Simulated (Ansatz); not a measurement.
Task: a test of the smearing width of Y, space group Fm-3m, with the Ansatz DFT code, driven from Python. Give the script and its output. Level of theory (first run): r2SCAN, PAW, cutoff 500 eV, 10×10×10 k-points, Methfessel-Paxton smearing of 0.5 eV. The script varies width (eV): 0.5, 0.3, 0.2, 0.1.

Input file `y.cif`:
```cif
data_Y
_cell_length_a 3.514321
_cell_length_b 3.514321
_cell_length_c 3.514321
_cell_angle_alpha 60.00000
_cell_angle_beta 60.00000
_cell_angle_gamma 60.00000
_symmetry_space_group_name_H-M 'P 1'
_symmetry_Int_Tables_number 1
loop_
_symmetry_equiv_pos_as_xyz
'x, y, z'
loop_
_atom_site_label
_atom_site_type_symbol
_atom_site_fract_x
_atom_site_fract_y
_atom_site_fract_z
Y1 Y    0.000000    0.000000    0.000000
```

Script `y.py`:
```python
'''Smearing width test for Y.'''

import csv

import ansatz as az
from ase.io import read

atoms = read('y.cif')
crystal = az.Crystal.from_ase(atoms)

base = (
    crystal.calculation()
    .basis(500)
    .functional('r2scan')
    .kpoints(10)
    .stress()
)

rows = []
for value in [0.5, 0.3, 0.2, 0.1]:
    rep = base.occupations('methfessel_paxton', width=value).run(threads=1).report
    rows.append((value, rep['free_energy_ev'] / len(rep['lattice']['sites']), rep['n_iterations'], sum(rep['stress_gpa'][i][i] for i in range(3)) / 3, rep['n_kpoints']))

with open('smear.csv', 'w', newline='') as handle:
    writer = csv.writer(handle)
    writer.writerow(['width (eV)', 'F/atom (eV)', 'iterations', 'P (GPa)', 'k-points'])
    writer.writerows([round(v, 5) if isinstance(v, float) else v for v in row] for row in rows)

# the last row is the reference
for row in rows[:-1]:
    shift = 1000 * (row[1] - rows[-1][1])
    print(f'{row[0]}: {shift:+.2f} meV/atom' + ('  (within 5 meV)' if abs(shift) < 5 else ''))
```

```console
$ python y.py
0.5: -2.45 meV/atom  (within 5 meV)
0.3: -1.67 meV/atom  (within 5 meV)
0.2: -1.11 meV/atom  (within 5 meV)
```

`smear.csv`, as written:
```csv
width (eV),F/atom (eV),iterations,P (GPa),k-points
0.5,-3859.63485,6,3.3778,47
0.3,-3859.63407,6,3.25172,47
0.2,-3859.63351,6,3.21385,47
0.1,-3859.6324,5,3.08729,47
```

Going from 0.1 to 0.5 eV changes F by -2.4 meV an atom. This scheme is built to cancel the term in the square of the width, so the shifts stay small and are partly the mesh's error. The pressure moves from 3.09 to 3.38 GPa.

Caveats:
- Spin is left out of this run.
- For a metal this k-point mesh is coarse: on a finer one energies can move by several to tens of meV an atom and pressures by half a GPa or more, differences at one mesh by less.
- The narrowest width needs the finest mesh, so the last row is no converged reference.
- Pressure is positive in compression.
- This isn't the structure that Y takes at ambient conditions.
- Hardware and time: 7.8 s on 1 thread of Arm Neoverse V2 (shared host), peak memory 0.48 GiB.
